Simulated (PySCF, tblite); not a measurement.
# CH₁₄ClNSi₅: geometry, infrared bands and NMR shifts

What infrared bands and NMR shifts should CH₁₄ClNSi₅ (`[SiH3]C([SiH3])[SiH2]N([SiH3])[SiH2]Cl`) show?

The runs use tblite 0.8.0 and PySCF 2.14.0, with density-fitted response routines of our own; the level of theory stands in each step. All values are computed, except where a source is named. Atoms are numbered from 0 throughout.

## (1) Starting geometry

22 atoms, charge 0, multiplicity 1; geometry from: force field or distance geometry start.

Bonds of the start (Å): Si0–C1 1.83, C1–Si2 1.88, C1–Si3 1.85, Si3–N4 1.79, N4–Si5 1.79, N4–Si6 1.80, Si6–Cl7 2.08, Si0–H8 1.46, Si0–H9 1.48, Si0–H10 1.47, C1–H11 1.10, Si2–H12 1.48, Si2–H13 1.47, Si2–H14 1.48, Si3–H15 1.49, Si3–H16 1.47, Si5–H17 1.45, Si5–H18 1.47, Si5–H19 1.48, Si6–H20 1.48, Si6–H21 1.47.

## (2) Relaxing the molecule with GFN2-xTB

What the job is given:

```
{"job": {"kind": "relax", "xc": "GFN2-xTB", "basis": "xTB"}, "charge": 0, "multiplicity": 1}
Si    -2.356800     0.895600    -0.978900
C     -1.406700    -0.574000    -0.432500
Si    -2.521700    -1.542500     0.732600
Si     0.136400    -0.175500     0.514300
N      1.486800     0.380200    -0.514300
Si     2.097000     1.912300     0.192000
Si     2.868600    -0.761300    -0.388400
Cl     3.160800    -1.805500    -2.166700
H     -1.600200     2.145000    -0.954500
H     -2.880400     0.637200    -2.335500
H     -3.522200     1.038300    -0.090600
H     -1.169900    -1.238500    -1.273700
H     -3.540600    -2.316500    -0.014900
H     -1.644200    -2.408700     1.529000
H     -3.204700    -0.591700     1.640400
H      0.616200    -1.454300     1.121600
H     -0.085600     0.740800     1.636600
H      1.083400     2.948100     0.270500
H      2.671500     1.585300     1.506600
H      3.195400     2.362900    -0.690700
H      4.082800    -0.024200     0.031100
H      2.523700    -1.733700     0.665000
```

On the command line:

```sh
$ OMP_NUM_THREADS=1 python probes_run.py task.json out
```

One launch serves the whole session: the jobs run in the order shown.

**Question.** This job is followed by: GFN2-xTB harmonic vibrations, gas phase; GIAO PBE0/pcSseg-1 NMR shielding, non-relativistic, gas phase. Predict these results of the whole session: strongest single infrared mode (GFN2-xTB); zero-point energy (GFN2-xTB); ¹³C shifts against TMS (PBE0/pcSseg-1); ¹H shifts against TMS (PBE0/pcSseg-1, means over atoms taken as alike); ²⁹Si shifts against TMS (PBE0/pcSseg-1, means over atoms taken as alike); ¹⁵N shifts against NH3 (PBE0/pcSseg-1); ³⁵Cl shifts against HCl (PBE0/pcSseg-1).

The runs gave:

```
                                                                quantity                              value
                               strongest single infrared mode (GFN2-xTB)              2265 cm⁻¹, 716 km/mol
                                            zero-point energy (GFN2-xTB)                      81.3 kcal/mol
                                  ¹³C shifts against TMS (PBE0/pcSseg-1)                          -10.1 ppm
  ¹H shifts against TMS (PBE0/pcSseg-1, means over atoms taken as alike)  5.31, 4.99, 4.82, 4.09, -0.31 ppm
²⁹Si shifts against TMS (PBE0/pcSseg-1, means over atoms taken as alike)     -16.6, -18.6, -49.0, -74.0 ppm
                                  ¹⁵N shifts against NH3 (PBE0/pcSseg-1)                           26.4 ppm
                                 ³⁵Cl shifts against HCl (PBE0/pcSseg-1)                             24 ppm
```

In words: Relaxing lowered the energy by 1.283 eV in 148 steps; the close pair that moved most is Si6–Cl7, from 2.083 to 2.007 Å. The lowest mode is imaginary (44i cm⁻¹), so the xTB geometry is not a minimum. The strongest single mode, at 2265 cm⁻¹, is spread over many atoms; the largest shares are those of H16, H14. GFN2-xTB is a fitted tight-binding method: band positions and strengths are rough. Its intensities can rank the bands wrongly. At PBE0/pcSseg-1: The widest tensor belongs to Cl7: span 237 ppm, with a paramagnetic part of -225 ppm.
